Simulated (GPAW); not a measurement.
The system is As2Se.

```
CELL_PARAMETERS angstrom
-3.52942 3.52942 2.65357
3.52942 -3.52942 2.65357
3.52942 3.52942 -2.65357
ATOMIC_POSITIONS crystal
Se 0.25000 0.75000 0.50000
Se 0.50000 0.50000 0.00000
As 0.87500 0.12500 0.25000
As 0.87500 0.62500 0.75000
As 0.37500 0.12500 0.25000
As 0.87500 0.12500 0.75000
```

The cell comes from a database or a generator and needn't be the stable form of this composition.

| Property | Result |
| --- | --- |
| Program | GPAW 26.7.0 |
| Task | relaxation of cell and atoms |
| Functional | PBEsol |
| Dispersion | D3 |
| Potentials or basis | PAW data sets generated in the run's folder for this functional |
| Cutoff | 600 eV |
| Basis | pw |
| k mesh | 5 × 5 × 5 |
| Occupations | fermi-dirac, width 0.05 eV |
| Spin | no spin polarisation |

At the start: pressure -4.4 GPa; volume 22.04 Å³/atom.

Where does the relaxation end?

Over 9 steps the energy falls by 18.8 meV/atom and the volume is 20.73 Å³/atom (-5.9 %); space group I4_1/amd (No. 141, to 0.05 Å).

The path:
| step | energy change (eV) | largest force (eV/Å) | pressure (GPa) | volume (Å³) |
| --- | --- | --- | --- | --- |
| 1 | 0.0000 | 0.0000 | -4.44 | 132.22 |
| 2 | -0.0154 | 0.0000 | -4.15 | 131.64 |
| 3 | -0.1077 | 0.0000 | 0.32 | 124.33 |
| 4 | -0.1084 | 0.0000 | -0.02 | 124.81 |
| 5 | -0.1087 | 0.0000 | -0.08 | 124.89 |
| 6 | -0.1111 | 0.0000 | -0.37 | 125.15 |
| 7 | -0.1124 | 0.0000 | -0.34 | 124.97 |
| 8 | -0.1130 | 0.0001 | -0.13 | 124.56 |
| 9 | -0.1131 | 0.0001 | -0.02 | 124.40 |

Final structure:
```yaml
crystal:
  lattice:
    - [-3.43908, 3.43908, 2.62947]
    - [3.43908, -3.43908, 2.62947]
    - [3.43908, 3.43908, -2.62947]
  atoms:
    - { symbol: Se, position: [0.25000, 0.75000, 0.50000] }
    - { symbol: Se, position: [0.50000, 0.50000, 0.00000] }
    - { symbol: As, position: [0.87500, 0.12500, 0.25000] }
    - { symbol: As, position: [0.87500, 0.62500, 0.75000] }
    - { symbol: As, position: [0.37500, 0.12500, 0.25000] }
    - { symbol: As, position: [0.87500, 0.12500, 0.75000] }
```

Caveat: later steps reuse the first step's grids; pairwise dispersion overbinds metals, which lowers pressure and volume.
